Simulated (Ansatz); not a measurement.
# Si3N4: the cost of one run

Program: Ansatz 0.2.0. Level of theory: DFT PBE, scalar-relativistic, plane waves, PAW. These are calculated values, not measurements.

### 1 Starting point

Symmetry: P6_3/m, No. 176, hexagonal system. The conventional cell has a = 7.600 Å, b = 7.600 Å, c = 2.910 Å, α = 90.00°, β = 90.00°, γ = 120.00°. Si (site symmetry m) has 4 N at 1.73 to 1.74 Å as nearest neighbours. N (site symmetry -6) has 3 Si at 1.74 Å as nearest neighbours. N (site symmetry m) has 3 Si at 1.73 to 1.74 Å as nearest neighbours.

As a file:

```
CELL_PARAMETERS angstrom
7.60000 0.00000 0.00000
-3.80000 6.58179 0.00000
0.00000 0.00000 2.91000
ATOMIC_POSITIONS crystal
Si 0.17330 0.76940 0.25000
Si 0.23060 0.40390 0.25000
Si 0.59610 0.82670 0.25000
Si 0.82670 0.23060 0.75000
Si 0.76940 0.59610 0.75000
Si 0.40390 0.17330 0.75000
N 0.33333 0.66667 0.25000
N 0.66667 0.33333 0.75000
N 0.32990 0.03230 0.25000
N 0.96770 0.29760 0.25000
N 0.70240 0.67010 0.25000
N 0.67010 0.96770 0.75000
N 0.03230 0.70240 0.75000
N 0.29760 0.32990 0.75000
```

### 2 Relaxing cell and atoms: Si3N4, no spin

input.yaml reads:

```yaml
crystal:
  lattice:
    - [7.6, 0.0, 0.0]
    - [-3.8, 6.5817930688, 0.0]
    - [0.0, 0.0, 2.91]
  atoms:
    - { symbol: Si, position: [0.1733, 0.7694, 0.25] }
    - { symbol: Si, position: [0.2306, 0.4039, 0.25] }
    - { symbol: Si, position: [0.5961, 0.8267, 0.25] }
    - { symbol: Si, position: [0.8267, 0.2306, 0.75] }
    - { symbol: Si, position: [0.7694, 0.5961, 0.75] }
    - { symbol: Si, position: [0.4039, 0.1733, 0.75] }
    - { symbol: "N", position: [0.3333333333, 0.6666666667, 0.25] }
    - { symbol: "N", position: [0.6666666667, 0.3333333333, 0.75] }
    - { symbol: "N", position: [0.3299, 0.0323, 0.25] }
    - { symbol: "N", position: [0.9677, 0.2976, 0.25] }
    - { symbol: "N", position: [0.7024, 0.6701, 0.25] }
    - { symbol: "N", position: [0.6701, 0.9677, 0.75] }
    - { symbol: "N", position: [0.0323, 0.7024, 0.75] }
    - { symbol: "N", position: [0.2976, 0.3299, 0.75] }
scf:
  occupations: { method: fixed }
output:
  forces: true
  stress: true
  eigenvalues: true
  write_density: true
  write_potential: true
  elf: true
  volumetric_format: npy
kpoints:
  mp_grid: { grid: [6, 6, 8] }
hamiltonian:
  xc: pbe
relax:
  f_tol: 0.01
  cell: { stress_tol: 0.1 }
```

Launch:

```bash
$ ansatz run input.yaml --threads 4 --pin off --max-ram 6144MiB --backend cpu --events-out ev --progress --plain --runs-dir out
```

Q: Estimate wall time and peak memory on 4 threads of Intel Xeon Platinum 8259CL at 2.50GHz (Skylake/Cascade Lake), shared host.

About 50 s, with a peak of 0.68 GiB.
